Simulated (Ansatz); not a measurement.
# WNH+ (quartet): from Hartree-Fock to the top rungs, def2-TZVPP

One table from this session's results is given with a row withheld; the runs are named, their logs left out.

Program: Ansatz 0.2.0, Gaussian basis. Level of theory: def2-TZVPP, core rule «outside noble gas», up to 5 orbitals frozen. These are calculated values, not measurements.

To be run: UHF; ROHF; CCSD(T) on UHF.

2 further runs of the same task are left out: 2 set aside as unsound or not needed.

### The system

The geometry is a PBE0/def2-TZVP stationary point (not a proven minimum) of the parent state, kept for this charge and spin. No spin-orbit coupling is included. Elements past krypton take def2 core potentials.

3 atoms, charge 1, spin multiplicity 4.

Atoms are counted from 1 here; the program's logs count them from 0.

Bond lengths: W1–N2 1.692 Å, N2–H3 1.008 Å. Angles: W1–N2–H3 180.0°.

Set-up of the first run:

Contents of in.yaml:

```yaml
crystal:
  periodic: [false, false, false]
  atoms:
    - {symbol: W, position_ang: [0.000000, 0.000000, -1.464300]}
    - {symbol: N, position_ang: [0.000000, 0.000000, 0.228100]}
    - {symbol: H, position_ang: [0.000000, 0.000000, 1.236200]}
basis:
  gaussian: {orbitals: def2-TZVPP}
total_charge: 1
magnetization: {spin_polarized: true, initial_magnetization: 3}
hamiltonian: {xc: hf}
output: {orbitals: {seedname: orbitals}}
```

The run is started by

```bash
ansatz run in.yaml --threads 1 --pin off --events-out ev --progress --plain --max-ram 4096MiB --backend cpu
```

Among the steps run: UHF; ROHF; CCSD(T) on UHF.

One table of the session follows, with a row left open; its other results are not shown here.

```
  method  from UCCSD(T) (kcal/mol)
    ROHF                   +233.93
     UHF                         ?
    UMP2                    +27.36
   UCCSD                    +12.10
UCCSD(T)                         0
```

**Question.** Estimate the row for UHF.

**Answer.** from UCCSD(T) (kcal/mol): +217.05. In the column «from UCCSD(T) (kcal/mol)» it lies between UMP2 (+27.36) and ROHF (+233.93).

Caveats from the session: The determinant is far from a pure spin state, so its energy mixes those of several spin states (harmless only where they are near-degenerate, as at dissociation).
